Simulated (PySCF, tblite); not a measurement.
# C₅H₆NS radical: geometry, infrared bands and EPR parameters

Wanted: the infrared bands and EPR parameters of C₅H₆NS radical (`N#C[C]1CCCS1`), by calculation.

Programs: tblite 0.8.0 and PySCF 2.14.0, with density-fitted response routines of our own. Each step states its level of theory. These are calculated values for one molecule in the gas phase, unless marked as measured. Atoms are numbered from 0 throughout.

**1. Starting geometry**

13 atoms, charge 0, multiplicity 2; geometry from: force field or distance geometry start.

Bonds of the start (Å): N0–C1 1.19, C1–C2 1.45, C2–C3 1.52, C3–C4 1.53, C4–C5 1.52, C5–S6 1.83, S6–C2 1.85, C3–H7 1.11, C3–H8 1.12, C4–H9 1.13, C4–H10 1.08, C5–H11 1.10, C5–H12 1.13.

**2. Relaxing the molecule with GFN2-xTB**

Job settings and geometry (Å):

```
{"job": {"kind": "relax", "xc": "GFN2-xTB", "basis": "xTB"}, "charge": 0, "multiplicity": 2}
N      3.417100     0.672800     0.720800
C      2.455400     0.378900     0.085700
C      1.274200    -0.004500    -0.661600
C      0.364300    -0.728100     0.311100
C     -1.056700    -0.652100    -0.243500
C     -1.337600     0.839400    -0.199700
S      0.221600     1.493300    -0.909700
H      0.610900    -1.802100     0.419400
H      0.425500    -0.200300     1.296500
H     -1.037100    -1.003100    -1.318600
H     -1.707200    -1.251600     0.383100
H     -2.215800     1.137100    -0.788200
H     -1.419000     1.120800     0.887100
```

Started as:

```console
$ OMP_NUM_THREADS=1 python probes_run.py task.json out
```

One launch serves the whole session: the jobs run in the order shown.

**Question.** This job is followed by: GFN2-xTB harmonic vibrations, gas phase; UKS B3LYP, pcH-1 on C H N S, non-relativistic, mean-field spin-orbit, GIAO. What will the session give for the following? strongest single infrared mode (GFN2-xTB); zero-point energy (GFN2-xTB); g(iso) (B3LYP); ⟨S²⟩; largest a(iso) (averaged by class); potential on the surface of density 0.002 e/bohr³, 1st and 99th percentile.

As calculated:

| quantity | value |
| --- | --- |
| strongest single infrared mode (GFN2-xTB) | 2251 cm⁻¹, 176 km/mol |
| zero-point energy (GFN2-xTB) | 61.2 kcal/mol |
| g(iso) (B3LYP) | 2.00558 |
| ⟨S²⟩ | 0.760 (exact 0.75) |
| largest a(iso) (averaged by class) | 13C on C2, 64.6 MHz |
| potential on the surface of density 0.002 e/bohr³, 1st and 99th percentile | -1.97 V and 1.33 V |

**Reading.** Relaxing lowered the energy by 1.304 eV in 68 steps; the close pair that moved most is C2–S6, from 1.847 to 1.729 Å. All 33 modes are real, so the xTB geometry is a minimum. The strongest single mode, at 2251 cm⁻¹, moves mainly C1 and N0. Unscaled tight-binding wavenumbers are off by several per cent, some by more. Its intensities can rank the bands wrongly. C2 carries the largest spin population, 0.63 e. The isotropic g lies 3.3 ppt above the free-electron value. The conformer search found further structures of the same energy, which may be mirror or relabelled copies of this one.
